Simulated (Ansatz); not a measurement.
# AlH7N2OSi: the cost of one run

All numbers below are computed with Ansatz 0.2.0 (RKS PBE0/6-31G).

## (1) The starting structure

Bond lengths: Al1–N2 1.920 Å, N2–H3 1.060 Å, N2–H4 1.060 Å, Al1–O5 1.780 Å, O5–Si6 1.680 Å, Si6–H7 1.460 Å, Si6–H8 1.460 Å, Si6–H9 1.460 Å, Al1–N10 1.920 Å, N10–H11 1.060 Å, N10–H12 1.060 Å. Angles (14 of 16 angles, heavy atoms first): N2–Al1–O5 120.0°, N2–Al1–N10 120.0°, O5–Al1–N10 120.0°, Al1–O5–Si6 125.0°, Al1–N2–H3 120.0°, Al1–N2–H4 120.0°, O5–Si6–H7 109.5°, O5–Si6–H8 109.5°, O5–Si6–H9 109.5°, Al1–N10–H11 120.0°, Al1–N10–H12 120.0°, H3–N2–H4 120.0°, H7–Si6–H8 109.4°, H7–Si6–H9 109.4°.

As a file:

```xyz
12

Al    0.0000    0.0000    0.0000
N     0.0000    0.0000    1.9200
H    -0.8770   -0.2713    2.4500
H     0.8770    0.2713    2.4500
O     1.5415    0.0000   -0.8900
Si    2.3874   -1.3760   -1.3520
H     1.4599   -2.3514   -1.9176
H     3.3882   -1.0195   -2.3535
H     3.0504   -1.9546   -0.1870
N    -1.6627    0.0000   -0.9600
H    -2.3316   -0.8164   -0.8614
H    -1.9118    0.8164   -1.5886
```

## (2) Relaxing the start

input.yaml reads:

```yaml
crystal:
  periodic: [false, false, false]
  atoms:
    - { symbol: Al, position_ang: [0.0, 0.0, 0.0] }
    - { symbol: "N", position_ang: [0.0, 0.0, 1.92] }
    - { symbol: H, position_ang: [-0.877, -0.2713, 2.45] }
    - { symbol: H, position_ang: [0.877, 0.2713, 2.45] }
    - { symbol: O, position_ang: [1.5415, 0.0, -0.89] }
    - { symbol: Si, position_ang: [2.3874, -1.376, -1.352] }
    - { symbol: H, position_ang: [1.4599, -2.3514, -1.9176] }
    - { symbol: H, position_ang: [3.3882, -1.0195, -2.3535] }
    - { symbol: H, position_ang: [3.0504, -1.9546, -0.187] }
    - { symbol: "N", position_ang: [-1.6627, 0.0, -0.96] }
    - { symbol: H, position_ang: [-2.3316, -0.8164, -0.8614] }
    - { symbol: H, position_ang: [-1.9118, 0.8164, -1.5886] }
basis:
  gaussian: { orbitals: "6-31G" }
hamiltonian:
  xc: pbe0
relax:
  f_tol: 0.02
  max_steps: 40
output:
  orbitals: {}
```

Started as:

```console
$ ansatz run input.yaml --threads 1 --pin off --max-ram 2048MiB --backend cpu --events-out ev --progress --plain --runs-dir out
```

What time and memory should one allow on 1 thread of Arm Neoverse V1, shared host?

About 69 s, with a peak of 0.17 GiB.
